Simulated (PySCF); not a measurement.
# GeSb+: bond curves at several levels of theory

Aim: find the lowest electronic state of GeSb+, scan its bond at several levels of theory, and get bond length, wavenumber and dissociation energy from each curve.

Program: PySCF 2.14.0. Level of theory: Ge def2-SVP, Sb def2-SVP with ECP28, scalar-relativistic core potentials. These are calculated values, not measurements.

### 1 Set-up

The job is set up so:

```
atoms                         : Ge, Sb
charge                        : 1
basis                         : Ge def2-SVP, Sb def2-SVP with ECP28
Hamiltonian                   : scalar-relativistic core potentials
basis functions               : 58
electrons treated             : 54
masses in u                   : 73.9212, 120.9038
levels                        : PBE0, PBE, r²SCAN, MN15, PW91, B2PLYP, ωB97X, HF, MP2, SCS-MP2
grid                          : 80 radial by 434 angular points
occupations                   : held fixed by the projection of orbital angular momentum
dissociation limit            : Ge+ + Sb, each in its ground configuration
starting distance in angstrom : 2.625
values of 2S to try           : 0, 2, 4
```

Run with:

```bash
$ OMP_NUM_THREADS=1 python dia.py task.json out
```

The runs that follow: PBE0 along the bond; Other states along the same grid; PBE (GGA); r²SCAN; MN15 (hybrid meta-GGA); PW91 (GGA); B2PLYP (double hybrid); ωB97X (range-separated hybrid); UHF (mean field).

Before running it: what results should come out? Wanted: for each run, Re; ωe; De; μ.

As calculated:

Lowest PBE0 solution found, without spin–orbit coupling: ³Σ⁻ (triplet), unpaired electrons π ↑↑. State 2 has its PBE0 minimum 0.24 eV higher, as a spin-mixed determinant (⟨S²⟩ = 1.00), so this is no gap between pure states. The other levels ran on the lowest alone.

```tsv
level	Re (Å)	ωe (cm⁻¹)	De (eV)	μ (D)
UHF	2.606	229.5	1.07	-2.71
UHF-MP2	2.591	253.4	1.99	n/a
UHF-SCS-MP2	2.605	241.9	1.88	n/a
PBE	2.640	226.5	3.08	-1.50
PW91	2.638	226.8	3.12	-1.50
r²SCAN	2.607	236.8	2.83	-1.51
PBE0	2.600	241.4	2.73	-1.68
MN15	2.585	243.0	2.59	-1.54
ωB97X	2.566	254.8	2.79	-1.83
B2PLYP	2.621	234.5	2.55	-2.09
```

De is counted to Ge+ + Sb in their ground configurations. A positive dipole points from Ge to Sb; in an ion it is taken about the centre of mass and does not tell which atom is negative.

What this shows: The methods spread over 0.074 Å in bond length, from ωB97X to PBE. Among the levels with a De in the table, it runs from 1.07 eV (UHF) to 3.12 eV (PW91).

Correlated steps freeze 13 core orbitals. Spin–orbit coupling is left out, which matters for elements this heavy, above all for dissociation energies. B2PLYP dipoles, levels and charges come from its SCF part alone. With spin–orbit coupling the term label itself may not hold.
